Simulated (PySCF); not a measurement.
# Br3Pr (PrBr3): the cost of one run

Computed with PySCF 2.14.0 and routines of our own; the level stands in each step. Atoms count from 0.

## 1. The starting structure

4 atoms, charge 0, states of the metal's open shell are computed; geometry from: model geometry, bond lengths from ionic radii.

## 2. Ligand-field states: state-averaged CASSCF

Job settings and geometry (Å):

```
{"job": {"kind": "lf", "basis": {"metal": "x2c-TZVPall", "ligand": "x2c-SVPall"}, "nevpt": true}, "charge": 0, "metal": "Pr", "open_shell": "f2"}
Pr     0.000000     0.000000     0.000000
Br     2.670000     0.000000     0.000000
Br    -1.335000     2.312288     0.000000
Br    -1.335000    -2.312288     0.000000
```

Method: state-averaged CASSCF of the metal f shell, SC-NEVPT2 on the averaged canonical orbitals, state-interaction spin-orbit coupling.

The run is started by

```console
$ OMP_NUM_THREADS=1 python lf_run.py task.json out
```

One launch serves the whole session: the jobs run in the order shown.

**Question.** How long does this first job take on 1 thread of Arm Neoverse V2, shared host, and how much memory does it need?

About 46 s, with a peak of 0.61 GiB.
